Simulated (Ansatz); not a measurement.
# C3H2Na: the cost of one run

Program: Ansatz 0.2.0. Level of theory: RKS PBE0/cc-pVDZ. These are calculated values, not measurements.

**1. The starting structure**

Bond lengths: C1–C2 1.331 Å, C2–C3 1.252 Å, C3–Na4 2.341 Å, C1–H5 1.083 Å, C1–H6 1.083 Å. Angles: C1–C2–C3 179.8°, C2–C1–H5 121.3°, C2–C1–H6 121.4°, H5–C1–H6 117.3°, C2–C3–Na4 179.8°.

Structure file:

```xyz
6

C     0.2289    1.2019    0.3923
C    -0.0103   -0.0425   -0.0134
C    -0.2300   -1.2141   -0.3956
Na   -0.6469   -3.4027   -1.1134
H     0.7898    1.4010    1.2971
H    -0.1315    2.0564   -0.1670
```

**2. Preparing the start**

Contents of input.yaml:

```yaml
crystal:
  periodic: [false, false, false]
  atoms:
    - { symbol: C, position_ang: [0.2289, 1.2019, 0.39229] }
    - { symbol: C, position_ang: [-0.0103, -0.04253, -0.01338] }
    - { symbol: C, position_ang: [-0.22998, -1.21408, -0.39564] }
    - { symbol: Na, position_ang: [-0.64691, -3.40269, -1.11339] }
    - { symbol: H, position_ang: [0.78983, 1.40105, 1.29713] }
    - { symbol: H, position_ang: [-0.13153, 2.05635, -0.16702] }
total_charge: 1
basis:
  gaussian: { orbitals: cc-pVDZ }
hamiltonian:
  xc: pbe0
relax:
  f_tol: 0.02
  max_steps: 40
scf:
  lower_state_search: "off"
```

On the command line:

```
$ ansatz run input.yaml --threads 1 --pin off --max-ram 2048MiB --backend cpu --events-out ev --progress --plain --runs-dir out
```

What time and memory should one allow on 1 thread of Arm Neoverse V1, shared host?

About 11 s, with a peak of 0.11 GiB.
